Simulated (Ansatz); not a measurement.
# WO+ (sextet): the correlation ladder, def2-SVP

One table from this session's results is given with a row withheld; the runs are named, their logs left out.

Computed with Ansatz 0.2.0, Gaussian basis. Level: def2-SVP, core rule «outside noble gas», up to 5 orbitals frozen.

Plan: UHF; CCSD(T) on ROHF; CCSD(T) on UHF; CISD as a restricted active space (open shells left free, so some higher excitations enter); CCSDT(Q) on ROHF; CCSDT(Q) on UHF; CASSCF and MRCISD+Q, 11 electrons in 10 orbitals; CASSCF and NEVPT2, 11 electrons in 10 orbitals.

17 further runs of the same task are left out: 2 for a known fault of the program, 5 that didn't finish, 10 set aside as unsound or not needed. Runs told in other sessions of the task aren't counted.

### What is computed

The geometry is a PBE0/def2-TZVP stationary point (not a proven minimum) of the parent state, kept for this charge and spin. No spin-orbit coupling is included. Elements past krypton take def2 core potentials.

2 atoms, charge 1, spin multiplicity 6.

Atoms are counted from 1 here; the program's logs count them from 0.

Bond lengths: W1–O2 1.995 Å.

The first run:

Input file in.yaml:

```yaml
crystal:
  periodic: [false, false, false]
  atoms:
    - {symbol: W, position_ang: [0.000000, 0.000000, 0.000000]}
    - {symbol: O, position_ang: [0.000000, 0.000000, 1.994600]}
basis:
  gaussian: {orbitals: def2-SVP}
total_charge: 1
magnetization: {spin_polarized: true, initial_magnetization: 5}
hamiltonian: {xc: hf}
output: {orbitals: {seedname: orbitals}}
```

Launch:

```console
ansatz run in.yaml --threads 1 --pin off --events-out ev --progress --plain --max-ram 2393MiB
```

Steps of the session up to this table: UHF; CCSD(T) on ROHF; CCSD(T) on UHF; CISD as a restricted active space (open shells left free, so some higher excitations enter); CCSDT(Q) on ROHF; CCSDT(Q) on UHF; CASSCF and MRCISD+Q, 11 electrons in 10 orbitals; CASSCF and NEVPT2, 11 electrons in 10 orbitals.

One table of the session follows, with a row left open; its other results are not shown here.

| method | from RCCSDT(Q) (kJ/mol) |
| --- | --- |
| ROHF | +659.3 |
| UHF | +637.8 |
| RMP2 | +110.5 |
| UMP2 | +100.4 |
| RCCSD | +60.2 |
| UCCSD | +50.9 |
| RCCSD(T) | +30.6 |
| UCCSD(T) | +21.8 |
| RCCSDT | +9.0 |
| UCCSDT | +2.5 |
| RCCSDT(Q) | 0 |
| UCCSDT(Q) | ? |
| CASSCF valence | +474.8 |
| NEVPT2 valence | +118.7 |
| MRCISD valence | +54.0 |
| MRCISD+Q valence | +30.9 |

Estimate the missing values for UCCSDT(Q).

As computed: from RCCSDT(Q) (kJ/mol): -8.3. In the column «from RCCSDT(Q) (kJ/mol)» it is the lowest.

Not comparable, so not listed: CISD as a restricted active space (open shells left free, so some higher excitations enter) (they don't share determinant, frozen orbitals or solution with the rows shown, or repeat one).

Limits of these values: The report flags that the cluster equations may have other roots. The program flags RCCSDT(Q) as in doubt, so the zero of the table is itself unsure. Restricted and unrestricted rows rest on different reference determinants; a gap between their highest levels can come from leftover correlation error, from unlike frozen cores or from another state.
